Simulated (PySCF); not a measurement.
# ErH4O4 (Er(OH)4-): the cost of one run

Method: BP86, Er lcecp-1-SVP with ECP57, O def2-SVP, H def2-SVP; scalar-relativistic core potentials, no spin–orbit coupling; program: PySCF 2.14.0.

3 further runs of the same task are left out: 2 for a known fault of the program, 1 that didn't finish.

### 1 Where the work starts

9 atoms, charge -1, spin multiplicity 1.

Bond lengths: Er1–O2 2.132 Å, Er1–O4 2.132 Å, Er1–O6 2.132 Å, Er1–O8 2.132 Å, O2–H3 0.966 Å, O4–H5 0.966 Å, O6–H7 0.966 Å, O8–H9 0.966 Å. Angles: O2–Er1–O4 109.5°, O2–Er1–O6 109.5°, O2–Er1–O8 109.5°, O4–Er1–O6 109.5°, O4–Er1–O8 109.5°, O6–Er1–O8 109.5°, Er1–O2–H3 158.7°, Er1–O4–H5 158.7°, Er1–O6–H7 158.7°, Er1–O8–H9 158.7°.

Coordinates:

```
Er    0.0000    0.0000    0.0000
O     1.2308    1.2308    1.2308
H     1.9979    1.5029    1.7504
O    -1.2308   -1.2308    1.2308
H    -1.9979   -1.5029    1.7504
O     1.2308   -1.2308   -1.2308
H     1.5029   -1.9979   -1.7504
O    -1.2308    1.2308   -1.2308
H    -1.5029    1.9979   -1.7504
```

Formal oxidation states: Er +3. Each metal's 11 4f electrons lie in its core potential, so multiplicities, spins and levels count the valence alone.

### 2 SCF at the start, singlet

File run.py (the lines that set the calculation):

```python
mol = gto.M(atom='''
Er     0.00000     0.00000     0.00000
O      1.23080     1.23080     1.23080
H      1.99790     1.50290     1.75040
O     -1.23080    -1.23080     1.23080
H     -1.99790    -1.50290     1.75040
O      1.23080    -1.23080    -1.23080
H      1.50290    -1.99790    -1.75040
O     -1.23080     1.23080    -1.23080
H     -1.50290     1.99790    -1.75040''',
    basis={'Er': 'lcecp-1-SVP', 'O': 'def2-SVP', 'H': 'def2-SVP'},
    ecp={'Er': 'lcecp-1-SVP'},
    charge=-1, spin=0)
mf = dft.RKS(mol, xc='B88,P86')
mf.grids.atom_grid = (50, 194)  # f atoms: unpruned, at least (60, 302)
mf = mf.density_fit()  # fitting sets: Er AutoAux, O def2-universal-JKFIT, H def2-universal-JKFIT
mf.conv_tol = 1e-08; mf.max_cycle = 55
mf.kernel(dm0)  # dm0: free metal ions and neutral atoms
```

On the command line:

```bash
$ OMP_NUM_THREADS=2 python run.py
```

**Question.** How long does this run take on 2 threads of Arm Neoverse V1, shared host, and how much memory does it need?

About 4.5 s, with a peak of 0.65 GiB.
